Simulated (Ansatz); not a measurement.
# CH₅GeN: one species, many methods

Aim: compute CH₅GeN with functionals from several rungs and with coupled cluster, and see how far each lands from CCSD(T) at the basis-set limit for the atomisation energy.

Program: Ansatz 0.2.0, Gaussian basis. Level of theory: functionals in def2-TZVPP, the program's frozen cores in correlated methods. These are calculated values, not measurements.

Plan: LDA (SPW92), PBE-D4, revPBE-D4, BLYP-D4, r2SCAN-D4, B97M-V, PBE0-D4, B3LYP-D4, r2SCANh-D4, r2SCAN0-D4, HSE06-D4, BHLYP-D4, CAM-B3LYP-D4, LC-ωPBE, ωB97X-V, ωB97M-V, B2PLYP, PBE-QIDH; CCSD(T)/def2-SVP; CCSD(T)/def2-TZVPP; CCSD(T)/def2-QZVPP; extrapolation to the limit; RPA on PBE.

### Step 1. The relaxed structure

The geometry comes from an earlier relaxation with PBE0-D4 in a triple-zeta def2 set; it is a stationary point, not always the lowest conformer.

SMILES `[CH3][Ge][NH2]`, 8 atoms, charge 0, spin multiplicity 1.

Atoms are counted from 1 here; the program's logs count them from 0.

Bond lengths: C1–Ge2 2.001 Å, C1–H4 1.094 Å, C1–H5 1.091 Å, C1–H6 1.095 Å, Ge2–N3 1.819 Å, N3–H7 1.007 Å, N3–H8 1.009 Å. Angles: Ge2–C1–H4 110.8°, Ge2–C1–H5 111.6°, Ge2–C1–H6 109.4°, H4–C1–H5 108.7°, H4–C1–H6 108.0°, H5–C1–H6 108.2°, C1–Ge2–N3 95.4°, Ge2–N3–H7 122.0°, Ge2–N3–H8 125.6°, H7–N3–H8 112.4°.

### Step 2. LDA

This LDA is Slater exchange with PW92 correlation.

Input file in.yaml:

```yaml
crystal:
  periodic: [false, false, false]
  atoms:
    - {symbol: C, position_ang: [-0.661940, 0.861261, -0.597065]}
    - {symbol: Ge, position_ang: [1.191717, 0.622041, 0.118912]}
    - {symbol: N, position_ang: [0.922452, -1.068831, 0.733725]}
    - {symbol: H, position_ang: [-0.935736, 0.030513, -1.254252]}
    - {symbol: H, position_ang: [-0.759870, 1.794686, -1.153359]}
    - {symbol: H, position_ang: [-1.373346, 0.882748, 0.235157]}
    - {symbol: H, position_ang: [1.646563, -1.587998, 1.203184]}
    - {symbol: H, position_ang: [0.062460, -1.591520, 0.657898]}
basis:
  gaussian: {orbitals: def2-TZVPP}
hamiltonian: {xc: lda}
output: {orbitals: {seedname: orbitals}}
```

Started as:

```sh
> ansatz run in.yaml --threads 2 --pin off --events-out ev --progress --plain --max-ram 20480MiB --backend cpu
```

After this run come: PBE-D4 (GGA); revPBE-D4 (GGA); BLYP-D4 (GGA); r2SCAN-D4 (meta-GGA); B97M-V (meta-GGA); PBE0-D4 (hybrid); B3LYP-D4 (hybrid); r2SCANh-D4 (hybrid); r2SCAN0-D4 (hybrid); HSE06-D4 (hybrid); BHLYP-D4 (hybrid); CAM-B3LYP-D4 (range-separated); LC-ωPBE (range-separated); ωB97X-V (range-separated); ωB97M-V (range-separated); B2PLYP (double hybrid); PBE-QIDH (double hybrid); CCSD(T) in def2-SVP; CCSD(T) in def2-TZVPP; CCSD(T) in def2-QZVPP; RPA on PBE orbitals.

Q: Predict the results of all the runs planned. Wanted: atomisation energy, CCSD(T)/CBS; farthest beyond LDA; mean size of error, GGA; mean size of error, meta-GGA; mean size of error, hybrid; mean size of error, range-separated; mean size of error, double hybrid; gap, smallest and largest; T1 diagnostic.

**Answer**, as computed:

| quantity | value |
| --- | --- |
| atomisation energy, CCSD(T)/CBS | 2726.5 kJ/mol |
| functionals within 27.3 kJ/mol (1.0 %) | revPBE-D4, BLYP-D4, r2SCAN-D4, B97M-V, PBE0-D4, B3LYP-D4, HSE06-D4, CAM-B3LYP-D4, ωB97X-V, ωB97M-V |
| farthest beyond LDA | BHLYP-D4 (-83.7 kJ/mol) |
| mean size of error, GGA | 23.7 kJ/mol |
| mean size of error, meta-GGA | 11.1 kJ/mol |
| mean size of error, hybrid | 35.7 kJ/mol |
| mean size of error, range-separated | 12.1 kJ/mol |
| mean size of error, double hybrid | 38.9 kJ/mol |
| gap, smallest and largest | 2.99 eV (LDA (SPW92)), 9.63 eV (LC-ωPBE) |
| T1 diagnostic | 0.0135 |
| triples share of the correlation energy | 3.8 % |

**Reading.** The LDA atomisation energy is off by 376.1 kJ/mol (14 %): it overbinds. PBE-D4 misses by +40.0 kJ/mol. Double hybrids carry the basis error of their MP2 part in triple zeta, and no dispersion term here, so their miss is partly the set-up's. The rungs meta-GGA, range-separated, GGA miss on average by less than the doubt on the reference (27.3 kJ/mol), so they tie. The reference freezes the cores and leaves out relativity and excitations past (T), and its outer-core shells are covered unevenly, so misses under about 27.3 kJ/mol can't be ranked. Hartree-Fock recovers 70 % of the binding; the rest is correlation. CCSD(T) in def2-SVP is off by -192.4 kJ/mol, which most functionals beat. Orbital gaps span 3.0 to 9.6 eV; exact exchange widens them. Correlated methods include outer-core shells of Ge, which these sets cover unevenly.
